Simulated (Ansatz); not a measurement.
# Cu: the cost of one run

Program: Ansatz 0.2.0. Level of theory: DFT LDA, scalar-relativistic, plane waves, PAW. These are calculated values, not measurements.

40 further runs of the same task are left out: 40 set aside as unsound or not needed.

## (1) The starting structure

Symmetry: I4/mmm, No. 139, tetragonal system. Conventional cell: a = 2.855 Å, b = 2.855 Å, c = 2.682 Å, α = 90.00°, β = 90.00°, γ = 90.00°. Cu (site symmetry 4/mmm) has 10 Cu at 2.42 to 2.68 Å as nearest neighbours.

Coordinates:

```
Cu
1.0
    -1.42740    1.42740    1.34108
     1.42740   -1.42740    1.34108
     1.42740    1.42740   -1.34108
Cu
1
Direct
  0.00000 0.00000 0.00000
```

It goes back to an entry of the Materials Project, which need not be the stable form.

It is the result of an earlier relaxation at this level (volume 10.93 Å³/atom; gap on the mesh: none (metal)).

## (2) Plan of the line

The energy is mapped over the lattice constants a and c of the conventional cell.

The axes are (1) lattice constant a (and b): 9 values from 2.712 to 2.998 Å; (2) lattice constant c: 9 values from 2.548 to 2.816 Å.

Nothing else is relaxed (symmetry fixes all fractional coordinates). Energies count from the relaxed crystal. Points are written as (first, second).

## (3) The run at (2.712 Å, 2.548 Å)

input.yaml reads:

```yaml
crystal:
  lattice:
    - [-1.35605, 1.35605, 1.27405]
    - [1.35605, -1.35605, 1.27405]
    - [1.35605, 1.35605, -1.27405]
  atoms:
    - { symbol: Cu, position: [0.0, 0.0, 0.0] }
basis:
  ecutwfc: 520.0
kpoints:
  mp_grid: { grid: [22, 22, 22] }
hamiltonian:
  xc: lda
  pseudopotentials: { kind: paw, azcp: { folder: soft_1 } }
scf:
  occupations: { method: gaussian, width: 0.15 }
output:
  forces: true
  stress: true
  eigenvalues: true
```

Started as:

```
ansatz run input.yaml --threads 1 --pin off --max-ram 2048MiB --backend cpu --events-out ev --progress --plain --runs-dir out
```

**Question.** How long does this run take on 1 thread of AMD EPYC 9R45 (Zen 5), shared host, and how much memory does it need?

About 3.4 s, with a peak of 0.47 GiB.
